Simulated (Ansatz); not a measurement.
ClH₅SSi₂, SMILES [SiH3]S[SiH2]Cl, a polarisability from point charges

With the Python package of Ansatz (0.2.0).

The cells in order, each with its output:

In [1]:
```python
import ansatz as az
from ase import Atoms
import numpy as np
```

In [2]:
```python
BASIS_SET = "def2-SVPD"
FUNCTIONAL = "PBE0"
```

In [3]:
```python
atoms = Atoms(["Si", "S", "Si", "Cl", "H", "H", "H", "H", "H"], positions=[
    (-0.7429, 1.396, -0.0782),
    (0.9154, 0.6641, 1.0218),
    (0.7648, -1.3249, 0.3032),
    (1.494, -1.4559, -1.6068),
    (-1.9913, 0.6819, 0.3464),
    (-0.912, 2.8236, 0.1934),
    (-0.5141, 1.2396, -1.5354),
    (-0.657, -1.7513, 0.242),
    (1.517, -2.2154, 1.1825),
])
clh5ssi2 = az.Crystal.molecule_from_ase(atoms)
```

In [4]:
```python
calculation = clh5ssi2.calculation().basis(gaussian=BASIS_SET).functional(FUNCTIONAL).forces()
# charges +q and -q at -R and +R make a nearly even field 2 k q / R^2 at the centre
centre = np.mean([site.position_ang for site in clh5ssi2.cartesian_sites], axis=0)
field = 2 * 14.399645 * 2.0 / 40.0 ** 2
```

In [5]:
```python
def dipole(axis, sign):
    arm = 40.0 * np.eye(3)[axis]
    pair = [{"charge": sign * 2.0, "position_ang": (centre - arm).tolist()}, {"charge": -sign * 2.0, "position_ang": (centre + arm).tolist()}]
    deck = calculation.input().set(az.key.basis.gaussian.point_charges, pair)
    return np.array(az.Session.from_dict(deck).plan().execute().report["charge_distribution"]["dipole_moment_e_ang"])
```

In [6]:
```python
print(f"field {field:.4f} V/A")
alpha = np.array([(dipole(axis, 1) - dipole(axis, -1)) / (2 * field) * 14.399645 for axis in range(3)])
print("polarisability tensor (A^3)")
print(np.array2string(alpha, precision=3, suppress_small=True))
print(f"mean {np.trace(alpha) / 3:.3f} A^3 = {np.trace(alpha) / 3 / 0.14818471:.2f} bohr^3")
```
```text
field 0.0360 V/A
polarisability tensor (A^3)
[[12.256 -1.543 -0.053]
 [-1.553 14.01   0.499]
 [-0.052  0.507 12.504]]
mean 12.923 A^3 = 87.21 bohr^3
```

The geometry is a force-field or estimated start, not a minimum of this method, and the basis set is short of its limit. The field of two point charges is only nearly even. Timing: 53 s on 1 thread of Arm Neoverse V1, with other jobs on the host, peak memory 0.42 GiB.
